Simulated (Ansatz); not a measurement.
# ReSb (zincblende type): how the settings move a single-point run

Question: which choices in the input matter for ReSb (zincblende type)?

Program: Ansatz 0.2.0. Level of theory: reference: DFT, PBE, norm-conserving pseudopotentials, Ansatz's default files, scalar-relativistic. These are calculated values, not measurements.

2 further runs of the same task are left out: 2 that didn't finish. Runs told in other sessions of the task aren't counted.

## 1. The structure to begin with

The structure is cubic, space group F-43m (No. 216). The conventional cell has a = 4.618 Å, b = 4.618 Å, c = 4.618 Å, α = 90.00°, β = 90.00°, γ = 90.00°. Re (site symmetry -43m) is surrounded by 4 Sb at 2.00 Å. Around Sb (site symmetry -43m) lie 4 Re at 2.00 Å.

Coordinates:

```cif
data_structure
_symmetry_space_group_name_H-M 'P 1'
_symmetry_Int_Tables_number 1
_cell_length_a 3.2655
_cell_length_b 3.2655
_cell_length_c 3.2655
_cell_angle_alpha 60.000
_cell_angle_beta 60.000
_cell_angle_gamma 60.000
_cell_volume 24.62
loop_
_atom_site_label
_atom_site_type_symbol
_atom_site_fract_x
_atom_site_fract_y
_atom_site_fract_z
_atom_site_occupancy
Re1 Re 0.00000 0.00000 0.00000 1
Sb1 Sb 0.25000 0.25000 0.25000 1
```

## 2. Reference

input.yaml reads:

```yaml
crystal:
  lattice:
    - [0.0, 2.3090901639, 2.3090901639]
    - [2.3090901639, 0.0, 2.3090901639]
    - [2.3090901639, 2.3090901639, 0.0]
  atoms:
    - { symbol: Re, position: [0.0, 0.0, 0.0] }
    - { symbol: Sb, position: [0.25, 0.25, 0.25] }
kpoints:
  mp_grid: { grid: [12, 12, 12] }
scf:
  occupations: { method: fermi_dirac, width: 0.08 }
hamiltonian:
  xc: pbe
  pseudopotentials: { kind: nc }
output:
  forces: true
  stress: true
  eigenvalues: true
```

On the command line:

```sh
$ ansatz run input.yaml --threads 1 --pin off --max-ram 2048MiB --backend cpu --events-out ev --progress --plain --runs-dir out
```

## 3. Changed: scf.algorithm density_mixing, xc rpbe, ecutwfc 450 eV

Edit input.yaml of step 2 so:

```diff
@@ -12,4 +12,5 @@
   occupations: { method: fermi_dirac, width: 0.08 }
+  algorithm: density_mixing
 hamiltonian:
-  xc: pbe
+  xc: rpbe
   pseudopotentials: { kind: nc }
@@ -19 +20,3 @@
   eigenvalues: true
+basis:
+  ecutwfc: "450 eV"
```

**Question.** What will these runs give? Wanted: for each run, ending; energy change; pressure; gap; force.

As calculated:

| run | ending | energy change | pressure (GPa) | gap (eV) | force (eV/Å) | cycles | time |
| --- | --- | --- | --- | --- | --- | --- | --- |
| reference | converged | - | 433.8 | 0.20 | 0.00 | 7 | 20 s |
| 1: scf.algorithm density_mixing, xc rpbe, ecutwfc 450 eV | converged | not comparable | 429.1 | 0.06 | 0.00 | 8 | 6.2 s |

Residual by cycle in the longest SCF loop of each run; runs are numbered as in the table. The quantity is the density residual dr2, in eV.

| cycle | reference | run 1 |
| --- | --- | --- |
| 1 | 5.57 | 22.6 |
| 2 | 0.617 | 4.7 |
| 3 | 0.038 | 0.0342 |
| 4 | 4.0e-4 | 0.00444 |
| 5 | 4.3e-5 | 1.2e-4 |
| 6 | 3.6e-6 | 5.7e-6 |
| 7 | 4.7e-8 | 2.3e-7 |
| 8 | - | 2.6e-8 |

What this shows: After a change of functional the difference of the totals has no physical meaning; the pressure goes from 433.8 to 429.1 GPa and the gap on the mesh goes from 0.20 to 0.06 eV. The cutoff changed too. The cutoff is under what these potentials recommend, as the log warns, so basis error is mixed in. Cost: 8 SCF cycles against 7, 6.2 s against 20 s. Run 1 ran under the cutoff that the potentials recommend, as the log warns, so basis error is mixed into its values. The structure is not at rest: the sound run finds 434 GPa, so these are no properties of the relaxed crystal.  The gap of the reference lacks spin-orbit coupling, though the cell holds Re.
